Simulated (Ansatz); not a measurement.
Crystal: HPbNO4.

```
H Pb N O
1.0
     4.19923    0.11117    0.16817
     1.91600    3.89132    0.12568
     1.76085    1.25259    6.37266
H Pb N O
1 1 1 4
Direct
  0.89145 0.68202 0.62796
  0.14426 0.92872 0.88352
  0.25670 0.28861 0.30171
  0.83108 0.65056 0.78405
  0.38694 0.22380 0.11295
  0.31104 0.03576 0.45856
  0.07726 0.60633 0.32275
```

The cell was built by a generator and needn't be a form met in nature.

```yaml
Program: Ansatz 0.2.0
Task: single point
Functional: PBE
Potentials_or_basis: Ansatz PAW
Cutoff: "420 eV (not typed: the program's choice for these potentials)"
k_mesh: 7 × 7 × 5
Occupations: fermi-dirac, width 0.05 eV
Spin: no spin polarisation
```

On this cell: pressure 0.0 GPa; largest force under 0.003 eV/Å; band gap on the k mesh 2.82 eV, indirect (least direct gap 2.84 eV).

The same run follows on a disturbed copy (atoms moved at random, drawn with an rms of 0.05 Å):

```xyz
7
Lattice="4.1992 0.1112 0.1682 1.9160 3.8913 0.1257 1.7609 1.2526 6.3727" Properties=species:S:1:pos:R:3 pbc="T T T"
H     6.0968    3.5011    4.2663
Pb    3.9211    4.6970    5.7934
N     2.2091    1.5515    2.0041
O     6.1304    3.5750    5.1987
O     2.2001    1.0010    0.8107
O     2.1958    0.7900    2.9763
O     2.0005    2.7556    2.1324
```

What changes?

The energy moves by +27.6 meV/atom; pressure 2.2 GPa; largest force 2.520 eV/Å; band gap on the k mesh 2.81 eV, indirect (least direct gap 2.83 eV).

Forces in eV/Å, atoms in the order of the input:
```
H    0.048 -0.120 -2.347
Pb   0.004  0.017 -0.072
N   -1.714 -1.642 -0.845
O   -0.093  0.169  2.429
O    0.657  0.804  0.331
O    0.648 -0.650  0.846
O    0.450  1.422 -0.343
```

Stress tensor (GPa, compression positive):
```
-0.39 -0.50  0.14
-0.50  2.58 -1.93
 0.14 -1.93  4.42
```

Caveats: odd divisions of the mesh miss points on the zone boundary, where band edges often lie, so the gap on the mesh can be too wide; spin-orbit coupling is left out, which as a rule narrows the gap of such compounds by several tenths of an eV.

A k mesh can miss the band edges.
